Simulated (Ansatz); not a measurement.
# C₅H₁₀Cl₂Si₂: up Jacob's ladder to CCSD(T)

An exercise on one series of results from a longer session: the logs are not shown, and one member is left open.

Computed with Ansatz 0.2.0, Gaussian basis. Level: functionals in def2-TZVPP, the program's frozen cores in correlated methods.

The runs, in order: LDA (SPW92), PBE-D4, revPBE-D4, BLYP-D4, r2SCAN-D4, B97M-V, PBE0-D4, B3LYP-D4, r2SCANh-D4, r2SCAN0-D4, HSE06-D4, BHLYP-D4, CAM-B3LYP-D4, LC-ωPBE, ωB97X-V, ωB97M-V, B2PLYP, PBE-QIDH; CCSD(T)/def2-SVP; CCSD(T)/def2-TZVPP; MP2/def2-QZVPP; extrapolation to the limit; RPA on PBE.

## Structure used throughout

An earlier PBE0-D4 in a triple-zeta def2 set relaxation fixed the geometry.

SMILES `C=C[Si@@H](Cl)C[Si@@H](Cl)C=C`, 19 atoms, charge 0, spin multiplicity 1.

Atoms are counted from 1 here; the program's logs count them from 0.

Bond lengths: C1–C2 1.330 Å, C1–H10 1.086 Å, C1–H11 1.086 Å, C2–Si3 1.851 Å, C2–H12 1.089 Å, Si3–Cl4 2.072 Å, Si3–C5 1.863 Å, Si3–H13 1.480 Å, C5–Si6 1.861 Å, C5–H14 1.096 Å, C5–H15 1.096 Å, Si6–Cl7 2.067 Å, Si6–C8 1.853 Å, Si6–H16 1.484 Å, C8–C9 1.330 Å, C8–H17 1.089 Å, C9–H18 1.086 Å, C9–H19 1.086 Å. Angles: C2–C1–H10 122.2°, C2–C1–H11 122.1°, H10–C1–H11 115.7°, C1–C2–Si3 124.3°, C1–C2–H12 118.2°, Si3–C2–H12 117.5°, C2–Si3–Cl4 107.8°, C2–Si3–C5 113.6°, C2–Si3–H13 111.1°, Cl4–Si3–C5 107.7°, Cl4–Si3–H13 105.4°, C5–Si3–H13 110.9°, Si3–C5–Si6 117.8°, Si3–C5–H14 105.8°, Si3–C5–H15 108.9°, Si6–C5–H14 108.3°, Si6–C5–H15 108.6°, H14–C5–H15 106.9° and more.

As a file:

```xyz
19
charge 0, multiplicity 1
C     0.47983    2.40143   -1.69815
C     1.45573    2.32935   -0.79789
Si    1.83609    0.82434    0.20981
Cl    3.67638    0.09867   -0.40815
C     0.58846   -0.54450    0.00412
Si   -1.16562   -0.20655    0.52745
Cl   -1.17885    0.96406    2.23119
C    -2.09760   -1.76391    0.89899
C    -1.60804   -2.98475    0.70308
H    -0.18139    1.56508   -1.90321
H     0.29250    3.30295   -2.27451
H     2.08262    3.20682   -0.64641
H     2.00917    1.17046    1.63816
H     0.96859   -1.38518    0.59624
H     0.58563   -0.86760   -1.04330
H    -1.88380    0.58208   -0.50368
H    -3.11052   -1.66842    1.28747
H    -0.60552   -3.14913    0.31807
H    -2.18536   -3.87968    0.91711
```

The first run:

in.yaml reads:

```yaml
crystal:
  periodic: [false, false, false]
  atoms:
    - {symbol: C, position_ang: [0.479825, 2.401427, -1.698145]}
    - {symbol: C, position_ang: [1.455728, 2.329351, -0.797886]}
    - {symbol: Si, position_ang: [1.836094, 0.824336, 0.209810]}
    - {symbol: Cl, position_ang: [3.676384, 0.098666, -0.408149]}
    - {symbol: C, position_ang: [0.588459, -0.544503, 0.004116]}
    - {symbol: Si, position_ang: [-1.165622, -0.206547, 0.527453]}
    - {symbol: Cl, position_ang: [-1.178847, 0.964065, 2.231189]}
    - {symbol: C, position_ang: [-2.097600, -1.763908, 0.898991]}
    - {symbol: C, position_ang: [-1.608044, -2.984753, 0.703080]}
    - {symbol: H, position_ang: [-0.181387, 1.565077, -1.903212]}
    - {symbol: H, position_ang: [0.292503, 3.302955, -2.274513]}
    - {symbol: H, position_ang: [2.082620, 3.206818, -0.646409]}
    - {symbol: H, position_ang: [2.009173, 1.170455, 1.638160]}
    - {symbol: H, position_ang: [0.968591, -1.385182, 0.596239]}
    - {symbol: H, position_ang: [0.585627, -0.867598, -1.043298]}
    - {symbol: H, position_ang: [-1.883803, 0.582077, -0.503680]}
    - {symbol: H, position_ang: [-3.110521, -1.668422, 1.287467]}
    - {symbol: H, position_ang: [-0.605519, -3.149134, 0.318074]}
    - {symbol: H, position_ang: [-2.185360, -3.879677, 0.917111]}
basis:
  gaussian: {orbitals: def2-TZVPP}
hamiltonian: {xc: lda}
output: {orbitals: {seedname: orbitals}}
```

Steps of the session up to this table: LDA; PBE-D4 (GGA); revPBE-D4 (GGA); BLYP-D4 (GGA); r2SCAN-D4 (meta-GGA); B97M-V (meta-GGA); PBE0-D4 (hybrid); B3LYP-D4 (hybrid); r2SCANh-D4 (hybrid); r2SCAN0-D4 (hybrid); HSE06-D4 (hybrid); BHLYP-D4 (hybrid); CAM-B3LYP-D4 (range-separated); LC-ωPBE (range-separated); ωB97X-V (range-separated); ωB97M-V (range-separated); B2PLYP (double hybrid); PBE-QIDH (double hybrid).

One of the session's tables, all rows but one given; the rest of the session is left out.

It belongs to the step «Orbital energies across the functionals». 

```
  functional  HOMO (eV)  gap (eV)
 LDA (SPW92)      -7.19      5.03
      PBE-D4          ?         ?
   revPBE-D4      -6.98      5.16
     BLYP-D4      -6.87      5.13
   r2SCAN-D4      -7.31      5.59
      B97M-V      -7.33      5.65
     PBE0-D4      -8.23      7.30
    B3LYP-D4      -7.98      6.85
  r2SCANh-D4      -7.75      6.39
  r2SCAN0-D4      -8.40      7.58
    HSE06-D4      -7.83      6.52
    BHLYP-D4      -9.19      9.37
CAM-B3LYP-D4      -9.55      9.78
     LC-ωPBE     -10.98     12.35
     ωB97X-V     -10.58     11.87
     ωB97M-V     -10.47     11.62
```

Estimate the missing values for PBE-D4.

**Answer.** HOMO (eV): -7.04; gap (eV): 5.13. In the column «HOMO (eV)» it lies between LDA (SPW92) (-7.19) and revPBE-D4 (-6.98).
